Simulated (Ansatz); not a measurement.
# As (Arsenolamprite): how the settings move a single-point run

Question: which choices in the input matter for As (Arsenolamprite)?

Method: reference: DFT, r2SCAN, PAW with Ansatz's default frozen-core files, scalar-relativistic; levels and slopes on a fine mesh, independent-particle optical spectra, in Ansatz 0.2.0.

## (1) The structure to begin with

The structure is trigonal, space group R-3m (No. 166). The conventional cell has a = 3.589 Å, b = 3.589 Å, c = 15.186 Å, α = 90.00°, β = 90.00°, γ = 120.00°. As (site symmetry 3m) has 3 As at 2.48 Å as nearest neighbours.

As a file:

```cif
data_structure
_symmetry_space_group_name_H-M 'P 1'
_symmetry_Int_Tables_number 1
_cell_length_a 5.4697
_cell_length_b 5.4697
_cell_length_c 5.4697
_cell_angle_alpha 38.310
_cell_angle_beta 38.310
_cell_angle_gamma 38.310
_cell_volume 56.48
loop_
_atom_site_label
_atom_site_type_symbol
_atom_site_fract_x
_atom_site_fract_y
_atom_site_fract_z
_atom_site_occupancy
As1 As 0.78840 0.78840 0.78840 1
As2 As 0.21160 0.21160 0.21160 1
```

## (2) Baseline

The input, input.yaml:

```yaml
crystal:
  lattice:
    - [1.79472950047, 1.03618756022, 5.06192636055]
    - [-1.79472950047, 1.03618756022, 5.06192636055]
    - [0.0, -2.07237512043, 5.06192636055]
  atoms:
    - { symbol: As, position: [0.788395999892, 0.788395999892, 0.788395999892] }
    - { symbol: As, position: [0.211604000108, 0.211604000108, 0.211604000108] }
kpoints:
  mp_grid: { grid: [8, 8, 8] }
scf:
  occupations: { method: fixed }
hamiltonian:
  xc: r2scan
  pseudopotentials: { kind: paw }
output:
  forces: true
  stress: true
  eigenvalues: true
  eigenstates:
    nscf_kmesh: { grid: [12, 12, 12] }
    de_dk: true
    e_range: [-9, 10.56599683142]
  optics:
    e_range: [0, 20]
    de: 0.2
    sigma: 0.25
    bands: { spectra_wanted_up_to: 20 }
    nscf_kmesh: { grid: [12, 12, 12] }
checkpoint:
  write: ck
  write_wavefunctions: false
```

Started as:

```
> ansatz run input.yaml --threads 1 --pin off --max-ram 3072MiB --backend cpu --events-out ev --progress --plain --runs-dir out
```

## (3) Changed: mp_grid.grid [5, 5, 5]

Changes to input.yaml since step 2:

```diff
@@ -9,3 +9,3 @@
 kpoints:
-  mp_grid: { grid: [8, 8, 8] }
+  mp_grid: { grid: [5, 5, 5] }
 scf:
```

Q: Predict the outcome of this session. Wanted: for each run, ending; energy change; pressure; gap; force.

**Answer**, as computed:

```tsv
run	ending	energy change	pressure (GPa)	gap (eV)	force (eV/Å)	cycles	time
reference	converged	0	0.0	0.57	0.01	-	1.7 min
1: mp_grid.grid [5, 5, 5]	converged	+22.7 meV/atom	0.3	0.99	0.05	8	1.8 min
```

Residual by cycle in the longest SCF loop of each run; runs are numbered as in the table. The quantity is the density residual dr2, in eV.

```tsv
cycle	reference	run 1
1	0.00382	0.00454
2	6.9e-4	8.8e-4
3	1.2e-4	1.5e-4
4	4.1e-6	4.7e-6
5	9.8e-8	1.1e-7
6	9.7e-10	1.2e-9
7	1.5e-11	1.7e-11
8	1.8e-13	2.8e-13
```

**Reading.** Changing the k-point mesh moves the energy by +22.7 meV/atom, and the gap on the mesh goes from 0.57 to 0.99 eV and the largest force goes from 0.01 to 0.05 eV/Å. The energy is not variational in the mesh, so the sign tells nothing. A gap read on a mesh depends on which points the mesh holds, and a coarse mesh shifts the density too.

These are semilocal Kohn-Sham gaps, which aren't the measured quantity. Such gaps usually fall short of the measured ones.
